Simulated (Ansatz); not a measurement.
**CH4SZn: up Jacob's ladder to CCSD(T)**

An exercise on one series of results from a longer session: the logs are not shown, and one member is left open.

Program: Ansatz 0.2.0, Gaussian basis. Level of theory: functionals in def2-TZVPP, the program's frozen cores in correlated methods. These are calculated values, not measurements.

Levels to be run: LDA (SPW92), PBE-D4, revPBE-D4, BLYP-D4, r2SCAN-D4, B97M-V, PBE0-D4, B3LYP-D4, r2SCANh-D4, r2SCAN0-D4, HSE06-D4, BHLYP-D4, CAM-B3LYP-D4, LC-ωPBE, ωB97X-V, ωB97M-V, B2PLYP, PBE-QIDH; CCSD(T)/def2-SVP; CCSD(T)/def2-TZVPP; MP2/def2-QZVPP; extrapolation to the limit; RPA on PBE.

## Structure used throughout

An earlier PBE0-D4 in a triple-zeta def2 set relaxation fixed the geometry.

SMILES `[CH3][Zn][SH]`, 7 atoms, charge 0, spin multiplicity 1.

Atoms are counted from 1 here; the program's logs count them from 0.

Bond lengths: C1–Zn2 1.934 Å, C1–H4 1.092 Å, C1–H5 1.092 Å, C1–H6 1.092 Å, Zn2–S3 2.177 Å, S3–H7 1.345 Å. Angles: Zn2–C1–H4 110.7°, Zn2–C1–H5 110.4°, Zn2–C1–H6 110.6°, H4–C1–H5 108.3°, H4–C1–H6 108.6°, H5–C1–H6 108.2°, C1–Zn2–S3 179.2°, Zn2–S3–H7 92.8°.

Set-up of the first run:

in.yaml reads:

```yaml
crystal:
  periodic: [false, false, false]
  atoms:
    - {symbol: C, position_ang: [-1.027149, 0.690751, -0.401481]}
    - {symbol: Zn, position_ang: [0.354224, -0.396829, 0.404819]}
    - {symbol: S, position_ang: [1.891914, -1.625103, 1.335276]}
    - {symbol: H, position_ang: [-1.924508, 0.097497, -0.588439]}
    - {symbol: H, position_ang: [-0.682396, 1.099234, -1.353980]}
    - {symbol: H, position_ang: [-1.291378, 1.524322, 0.252401]}
    - {symbol: H, position_ang: [2.740494, -1.457973, 0.305705]}
basis:
  gaussian: {orbitals: def2-TZVPP}
hamiltonian: {xc: lda}
output: {orbitals: {seedname: orbitals}}
```

Among the steps run: LDA; PBE-D4 (GGA); revPBE-D4 (GGA); BLYP-D4 (GGA); r2SCAN-D4 (meta-GGA); B97M-V (meta-GGA); PBE0-D4 (hybrid); B3LYP-D4 (hybrid); r2SCANh-D4 (hybrid); r2SCAN0-D4 (hybrid); HSE06-D4 (hybrid); BHLYP-D4 (hybrid); CAM-B3LYP-D4 (range-separated); LC-ωPBE-D4 (range-separated; the results give it without D4); ωB97X-V (range-separated); ωB97M-V (range-separated); B2PLYP (double hybrid); PBE-QIDH (double hybrid).

One table of the session follows, with a row left open; its other results are not shown here.

It belongs to the step «Orbital energies across the functionals». 

| functional | HOMO (eV) | gap (eV) |
| --- | --- | --- |
| LDA (SPW92) | -6.08 | 4.80 |
| PBE-D4 | -5.93 | 4.85 |
| revPBE-D4 | -5.87 | 4.89 |
| BLYP-D4 | -5.75 | 4.72 |
| r2SCAN-D4 | -6.20 | 5.43 |
| B97M-V | -6.23 | 5.24 |
| PBE0-D4 | -7.12 | 6.79 |
| B3LYP-D4 | -6.86 | 6.27 |
| r2SCANh-D4 | -6.64 | 6.13 |
| r2SCAN0-D4 | -7.30 | 7.16 |
| HSE06-D4 | ? | ? |
| BHLYP-D4 | -8.15 | 8.44 |
| CAM-B3LYP-D4 | -8.43 | 8.88 |
| LC-ωPBE | -9.86 | 11.38 |
| ωB97X-V | -9.48 | 10.87 |
| ωB97M-V | -9.32 | 10.36 |

**Question.** Estimate the row for HSE06-D4.

**Answer.** HOMO (eV): -6.71; gap (eV): 6.03. In the column «HOMO (eV)» it lies between B3LYP-D4 (-6.86) and r2SCANh-D4 (-6.64).
